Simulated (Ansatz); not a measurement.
# LiMg: the cost of one run

Computed with Ansatz 0.2.0, driven from Python. Level of theory: DFT PBEsol, plane waves, PAW.

## 1. Starting point

LiMg P4/mmm: The structure is tetragonal, space group P4/mmm (No. 123). Conventional cell: a = 3.378 Å, b = 3.378 Å, c = 3.553 Å, α = 90.00°, β = 90.00°, γ = 90.00°. Around Li (site symmetry 4/mmm) lie 8 Mg at 2.98 Å and 4 Li at 3.38 Å. Mg (site symmetry 4/mmm) is surrounded by 8 Li at 2.98 Å and 4 Mg at 3.38 Å.

Li Im-3m: Symmetry: Im-3m, No. 229, cubic system. Conventional cell: a = 3.509 Å, b = 3.509 Å, c = 3.509 Å, α = 90.00°, β = 90.00°, γ = 90.00°. Li (site symmetry m-3m) has 8 Li at 3.04 Å as nearest neighbours.

Mg P6_3/mmc: The structure is hexagonal, space group P6_3/mmc (No. 194). The conventional cell has a = 3.209 Å, b = 3.209 Å, c = 5.210 Å, α = 90.00°, β = 90.00°, γ = 120.00°. Mg (site symmetry -6m2) is surrounded by 12 Mg at 3.20 to 3.21 Å.

The script holds or builds the structure itself.

## 2. The code

The input, formation_limg.py:

```python
"""Formation energy of LiMg from the elements, after relaxing cells and atoms."""

from collections import Counter
import warnings

import ansatz as az
import numpy as np

TOLERANCE = 1e-07
CUTOFF = 500
K_SPACING = 0.27
FILLING = "gaussian"
WIDTH_EV = 0.1


def solve(name, crystal):
    calc = (
        crystal.calculation()
        .functional(az.Functional.PBESOL)
        .scf(tolerance=TOLERANCE)
        .basis(CUTOFF)
        .kpoints(spacing=K_SPACING)
        .occupations(FILLING, width=WIDTH_EV)
        .stress()
    )
    calc = calc.relax(force_tolerance=0.01, cell=True)
    return calc.run()


def counts(outcome):
    return Counter(site.symbol for site in outcome.lattice.sites)

def formation_energy(outcome, mu):
    n = counts(outcome)
    return (outcome.report["energy_sigma0_ev"] - sum(k * mu[element] for element, k in n.items())) / sum(n.values())


def volume_per_atom(outcome):
    return abs(np.linalg.det(outcome.lattice.cell_ang)) / len(outcome.lattice.sites)

warnings.simplefilter("ignore", az.DeckWarning)

phases = {}
limg = (
    az.Lattice.of((3.378185, 0.0, 0.0), (0.0, 3.378185, 0.0), (0.0, 0.0, 3.55261))
    .atom("Li", (0.0, 0.0, 0.0))
    .atom("Mg", (0.5, 0.5, 0.5))
)
phases["LiMg"] = limg
li = (
    az.Lattice.bcc(3.5093)
    .space_group(229)
    .atom("Li", (0.0, 0.0, 0.0))
    .primitive()
)
phases["Li"] = li
mg = (
    az.Lattice.from_parameters(3.2093, 3.2093, 5.2103, alpha=90, beta=90, gamma=120)
    .space_group(194)
    .atom("Mg", (1 / 3, 2 / 3, 0.25))
)
phases["Mg"] = mg

done = {name: solve(name, crystal) for name, crystal in phases.items()}

# chemical potentials of the elements at zero temperature
references = {"Li": "Li", "Mg": "Mg"}
mu = {element: done[name].report["energy_sigma0_ev"] / len(done[name].lattice.sites) for element, name in references.items()}

target = done["LiMg"]
heat = formation_energy(target, mu)
n = counts(target)
print("cell content:", dict(n), " volume", round(volume_per_atom(target), 3), "A^3/atom")
print("formation energy", round(heat, 4), "eV/atom,", round(heat * sum(n.values()), 4), "eV per cell")
print("bound against the elements" if heat < 0 else "unbound against the elements")
```

## 3. Launch

Launch:

```sh
$ python formation_limg.py
```

What time and memory should one allow on 1 thread of Arm Neoverse V2, shared host?

About 10 s, with a peak of 0.39 GiB.
